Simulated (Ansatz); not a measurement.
# SiCl3 (element-swapped structure): how the settings move a relaxation

How sensitive is a relaxation of SiCl3 (element-swapped structure) to its settings? A reference run comes first, then three runs with altered input.

Method: reference: DFT PBE, plane waves, PAW, scalar-relativistic, no spin polarisation, in Ansatz 0.2.0.

1 further run of the same task is left out (it didn't finish).

## (1) The starting structure

Symmetry: R-3, No. 148, trigonal system. The conventional cell has a = 6.210 Å, b = 6.210 Å, c = 17.351 Å, α = 90.00°, β = 90.00°, γ = 120.00°. Si (site symmetry 3) is surrounded by 3 Cl at 2.38 Å. Cl (site symmetry 1) is surrounded by 1 Si at 2.38 Å.

Coordinates:

```
Si Cl
1.0
     3.10500    5.37801    0.00000
    -3.10500    5.37801    0.00000
     0.00000   -3.58534    5.78382
Si Cl
2 6
Direct
  0.18200 0.18200 0.54600
  0.81800 0.81800 0.45400
  0.42200 0.07850 0.24150
  0.74100 0.42200 0.24150
  0.07850 0.74100 0.24150
  0.57800 0.92150 0.75850
  0.25900 0.57800 0.75850
  0.92150 0.25900 0.75850
```

## (2) Reference

The input, input.yaml:

```yaml
crystal:
  lattice:
    - [3.104997, 5.378012, 0.0]
    - [-3.104997, 5.378012, 0.0]
    - [0.0, -3.585341, 5.78382]
  atoms:
    - { symbol: Si, position: [0.182, 0.182, 0.546] }
    - { symbol: Si, position: [0.818, 0.818, 0.454] }
    - { symbol: Cl, position: [0.422, 0.0785, 0.2415] }
    - { symbol: Cl, position: [0.741, 0.422, 0.2415] }
    - { symbol: Cl, position: [0.0785, 0.741, 0.2415] }
    - { symbol: Cl, position: [0.578, 0.9215, 0.7585] }
    - { symbol: Cl, position: [0.259, 0.578, 0.7585] }
    - { symbol: Cl, position: [0.9215, 0.259, 0.7585] }
  symmetry: { tolerance: 0.0003 }
kpoints:
  mp_grid: { grid: [4, 4, 4], shift: [0, 0, 0] }
magnetization:
  spin_polarized: false
scf:
  occupations: { method: cold, width: 0.0271 }
hamiltonian:
  pseudopotentials: { kind: paw }
  xc: pbe
basis:
  ecutwfc: 420
output:
  forces: true
  stress: true
  eigenvalues: true
relax:
  max_steps: 40
  cell: {}
```

Run with:

```bash
$ ansatz run input.yaml --threads 1 --pin off --max-ram 2560MiB --backend cpu --events-out ev --progress --plain --runs-dir out
```

## (3) Changing settings: occupations.method tetrahedron, xc revpbe, width left out

input.yaml: that of step 2 with these lines changed.

```diff
@@ -20,6 +20,6 @@
 scf:
-  occupations: { method: cold, width: 0.0271 }
+  occupations: { method: tetrahedron }
 hamiltonian:
   pseudopotentials: { kind: paw }
-  xc: pbe
+  xc: revpbe
 basis:
```

## (4) Variant: chi_scale 0.1

input.yaml: that of step 2 with these lines changed.

```diff
@@ -21,2 +21,3 @@
   occupations: { method: cold, width: 0.0271 }
+  initial_density: { chi_scale: 0.1 }
 hamiltonian:
@@ -30,2 +31,6 @@
   eigenvalues: true
+  write_density: true
+  write_potential: true
+  elf: true
+  volumetric_format: npy
 relax:
```

## (5) Changed: mp_grid.grid [2, 2, 2], f_tol 0.001, max_displacement 0.3

input.yaml: that of step 2 with these lines changed.

```diff
@@ -16,3 +16,3 @@
 kpoints:
-  mp_grid: { grid: [4, 4, 4], shift: [0, 0, 0] }
+  mp_grid: { grid: [2, 2, 2], shift: [0, 0, 0] }
 magnetization:
@@ -33 +33,3 @@
   cell: {}
+  f_tol: 0.001
+  max_displacement: 0.3
```

What does the calculation give? Wanted: for each run, ending; energy change; pressure; gap; force.

**Answer**, as computed:

```
                                                         run     ending   energy change  pressure (GPa)  gap (eV)  force (eV/Å)  cycles     time
                                                   reference  converged               0             0.0      0.00          0.01     118     83 s
1: occupations.method tetrahedron, xc revpbe, width left out  converged  not comparable             0.0      0.07          0.01     342  3.9 min
                                            2: chi_scale 0.1  converged    0.0 meV/atom             0.0      0.00          0.01     117     76 s
3: mp_grid.grid [2, 2, 2], f_tol 0.001, max_displacement 0.3  converged   +1.1 meV/atom             0.0      0.00          0.00     237     47 s
```

Times don't compare one to one where runs were asked for different outputs or read a saved state (see the inputs); cycles may leave out searches for a lower state.

**Reading.** Of the converged runs whose energies compare with the reference's, «mp_grid.grid [2, 2, 2], f_tol 0.001, max_displacement 0.3» moves the energy most (+1.1 meV/atom) and «chi_scale 0.1» least (0.0 meV/atom).

The reference has limits of its own: its mesh is coarse for a cell with so small a gap or none.
